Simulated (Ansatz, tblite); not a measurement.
# [AlBrH3]- (AlH₃Br−): one state, many levels

Aim: run the singlet of [AlBrH3]- (AlH₃Br−) at one geometry on many levels, and compare frontier levels, spin and run time.

Method: as each input shows; program: Ansatz 0.2.0, Gaussian basis.

Levels to be run: GFN1-xTB, GFN2-xTB, PBE-D4/def2-TZVPD, r2SCAN-D4/def2-TZVPD, LC-ωPBE/def2-TZVPD, revPBE-D4/def2-TZVPD, ωB97M-V/def2-TZVPD, BHLYP-D4/def2-TZVPD, BLYP-D4/def2-TZVPD, ωB97X-V/def2-TZVPD, PBE-QIDH/def2-TZVPD, PBE-D4/def2-SVPD, PBE0-D4/def2-SVPD, HF/6-31G, B3LYP-D4/6-31G, CCSD(T)/def2-TZVPPD, MP2/def2-TZVPD, RPA/def2-TZVPD.

### Step 1. The relaxed structure

The singlet was relaxed beforehand with PBE0-D4/def2-TZVPD.

5 atoms, charge -1, spin multiplicity 1.

Bond lengths: Al1–Br2 2.423 Å, Al1–H3 1.624 Å, Al1–H4 1.624 Å, Al1–H5 1.624 Å. Angles: Br2–Al1–H3 106.6°, Br2–Al1–H4 106.6°, Br2–Al1–H5 106.6°, H3–Al1–H4 112.2°, H3–Al1–H5 112.2°, H4–Al1–H5 112.2°.

The ion is computed in the gas phase, without counter-ions or solvent.

PBE0-D4/def2-TZVPD was run before; its log isn't repeated, and its numbers join the tables.

### Step 2. GFN1-xTB

Tight binding, by tblite at 300 K electronic temperature and without a spin-polarisation term:

```python
tblite.interface.Calculator('GFN1-xTB', numbers, positions, charge=-1, uhf=0).singlepoint()
```

Energy -192.9258 eV, HOMO -5.59 eV, LUMO 1.85 eV; 0.003 s.

### Step 3. GFN2-xTB

Tight binding, by tblite at 300 K electronic temperature and without a spin-polarisation term:

```python
tblite.interface.Calculator('GFN2-xTB', numbers, positions, charge=-1, uhf=0).singlepoint()
```

Energy -191.1439 eV, HOMO -6.40 eV, LUMO 0.63 eV; 0.002 s.

### Step 4. PBE-D4/def2-TZVPD

start.molden holds the orbitals of an earlier run on this state, given as this run's starting guess.

The input, in.yaml:

```yaml
crystal:
  periodic: [false, false, false]
  atoms:
    - {symbol: Al, position_ang: [-0.001246, 0.001991, -0.206646]}
    - {symbol: Br, position_ang: [0.013315, -0.021411, 2.216636]}
    - {symbol: H, position_ang: [1.552368, 0.011589, -0.679242]}
    - {symbol: H, position_ang: [-0.786538, 1.351744, -0.652359]}
    - {symbol: H, position_ang: [-0.777899, -1.343913, -0.678388]}
basis:
  gaussian: {orbitals: def2-TZVPD, initial_orbitals: start.molden}
total_charge: -1
hamiltonian: {xc: pbe, dispersion: d4}
scf: {omitted_lower_state_checks: [starts]}
output: {orbitals: {seedname: orbitals}}
```

On the command line:

```sh
ansatz run in.yaml --threads 4 --pin off --events-out ev --progress --plain --max-ram 3916MiB
```

The runs that follow: r2SCAN-D4/def2-TZVPD; LC-ωPBE/def2-TZVPD; revPBE-D4/def2-TZVPD; ωB97M-V/def2-TZVPD; BHLYP-D4/def2-TZVPD; BLYP-D4/def2-TZVPD; ωB97X-V/def2-TZVPD; PBE-QIDH/def2-TZVPD; PBE-D4/def2-SVPD; PBE0-D4/def2-SVPD; HF/6-31G; B3LYP-D4/6-31G; CCSD(T)/def2-TZVPPD; MP2/def2-TZVPD; RPA/def2-TZVPD.

Before running them: what should the planned runs give, taken together? Wanted: gap in def2-TZVPD, named functionals, smallest and largest; correlation energy, CCSD(T)/def2-TZVPPD; correlation energy, MP2/def2-TZVPD; PBE0 total energy, smallest basis above largest.

**Answer**, as computed:

| quantity | value |
| --- | --- |
| gap in def2-TZVPD, named functionals, smallest and largest | 4.53 eV (BLYP-D4), 9.73 eV (LC-ωPBE) |
| correlation energy, CCSD(T)/def2-TZVPPD | -11.72 eV |
| correlation energy, MP2/def2-TZVPD | -10.39 eV |
| PBE0 total energy, smallest basis above largest | 10.70 eV (def2-SVPD, def2-TZVPD) |

In words: Orbital gaps of the named functionals in def2-TZVPD span 4.53 eV (BLYP-D4) to 9.73 eV (LC-ωPBE); exact exchange widens it.
